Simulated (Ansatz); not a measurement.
GdTl3, space group Pm-3m: a comparison of magnetic orders, run with Ansatz 0.2.0 through its Python package.

`gdtl3_orders.py`:
```python
"""Magnetic orders of GdTl3 compared."""

import ansatz
import numpy as np


def count_gap(report):
    # lowest empty less highest filled band, counting bands; zero where they overlap
    return max(report.get("gap_by_band_count_ev") or 0.0, 0.0)

CELL = [
    (4.69, 0.0, 0.0),
    (0.0, 4.69, 0.0),
    (0.0, 0.0, 9.38),
]
ATOMS = [
    ("Gd", (0.0, 0.0, 0.0)),
    ("Tl", (0.0, 0.5, 0.25)),
    ("Tl", (0.5, 0.0, 0.25)),
    ("Tl", (0.5, 0.5, 0.0)),
    ("Gd", (0.0, 0.0, 0.5)),
    ("Tl", (0.0, 0.5, 0.75)),
    ("Tl", (0.5, 0.0, 0.75)),
    ("Tl", (0.5, 0.5, 0.5)),
]


def with_moments(moments):
    crystal = ansatz.Crystal(lattice=ansatz.Lattice.of(CELL))
    for (symbol, position), moment in zip(ATOMS, moments):
        crystal = crystal.atom(symbol, position, moment=moment or None)
    return crystal

# starting moments in muB, one an atom
orders = {
    "FM": [8.4, 0, 0, 0, 8.4, 0, 0, 0],
    "AFM": [8.4, 0, 0, 0, -8.4, 0, 0, 0],
}

rows = []
for label, moments in orders.items():
    setup = (
        with_moments(moments).calculation()
        .functional(ansatz.Functional.PBESOL)
        .pseudopotentials("paw")
        .kpoints(6, 6, 3)
        .occupations("fermi_dirac")
        .spin("collinear")
        .band_table()
    )
    r = setup.run(threads=1, pin="off").report
    rows.append((label, r["free_energy_ev"], r["magnetization_mub"], r["absolute_magnetization_mub"], max(abs(m) for m in r["site_moments_mub"]), count_gap(r)))
    print(label, "site moments:", [round(m, 2) for m in r["site_moments_mub"]])

lowest = min(row[1] for row in rows)
rows = [(row[0], 1000 * (row[1] - lowest) / 2, *row[2:]) for row in sorted(rows, key=lambda row: row[1])]
for row in rows:
    print("; ".join(f"{name} = {round(v, 4) if isinstance(v, float) else v}" for name, v in zip(["order", "meV/magnetic atom", "net muB", "absolute muB", "largest site muB", "gap by band count eV"], row)))
print("lowest of these starts:", rows[0][0])
```

Which magnetic state ends lowest, and by how much?

In order of energy: antiferro- or ferrimagnetic (+0.0 meV an atom, largest site moment 6.99 μB) and ferromagnetic (+3.5 meV an atom, largest site moment 6.97 μB). These are the states reached from the starts typed.

What the script printed:

```console
$ python gdtl3_orders.py
DeckWarning: basis.ecutwfc = 420 eV, auto-derived from the records' recommended cutoffs: set by Gd (normal level)
DeckWarning: where an SCF of this run starts from atoms to list the orders of its open shells, Gd (sites 0, 4, from 0) starts with 6.64 μB on its 4f shell and 0.64 μB on its 5d shell, in the place of [...]
FM site moments: [6.97, -0.01, -0.01, -0.01, 6.97, -0.01, -0.01, -0.01]
DeckWarning: where an SCF of this run starts from atoms to list the orders of its open shells, Gd (site 0, from 0) starts with 6.64 μB on its 4f shell and 0.64 μB on its 5d shell, in the place of the [...]
DeckWarning: where an SCF of this run starts from atoms to list the orders of its open shells, Gd (site 4, from 0) starts with -6.64 μB on its 4f shell and -0.64 μB on its 5d shell, in the place of [...]
AFM site moments: [6.99, -0.0, -0.0, 0.0, -6.99, 0.0, 0.0, -0.0]
order = AFM; meV/magnetic atom = 0.0; net muB = 0.0; absolute muB = 14.375; largest site muB = 6.9899; gap by band count eV = 0.0
order = FM; meV/magnetic atom = 13.8042; net muB = 14.0571; absolute muB = 14.228; largest site muB = 6.9669; gap by band count eV = 0.0
lowest of these starts: AFM
```
(Warnings from the package without file and line, shortened.)

Notes:
- Open f shells: without a Hubbard U, without spin-orbit coupling; the state reached hangs on the start and needn't be the lowest.
- The mesh is modest for a metal, so energies can be off by several to tens of meV an atom and pressures by half a GPa or more; differences at equal mesh fare better.
- A gap by band count of zero or less means overlapping bands, a metal.
- The structure is a deposited one; some such entries were measured under pressure or heat, so a shift against it needn't be the functional's error alone.
- Gaps and levels are Kohn-Sham values on a finite set of k-points, without spin-orbit coupling.
- Each row is the state reached from that start at the given structure, not necessarily the lowest of its order; other orders weren't tried.
- Timing: 68 s on 1 thread of Arm Neoverse V2, with other jobs on the host, peak memory 0.84 GiB.

(Lines on the test bed's own set-up are left out of the output.)
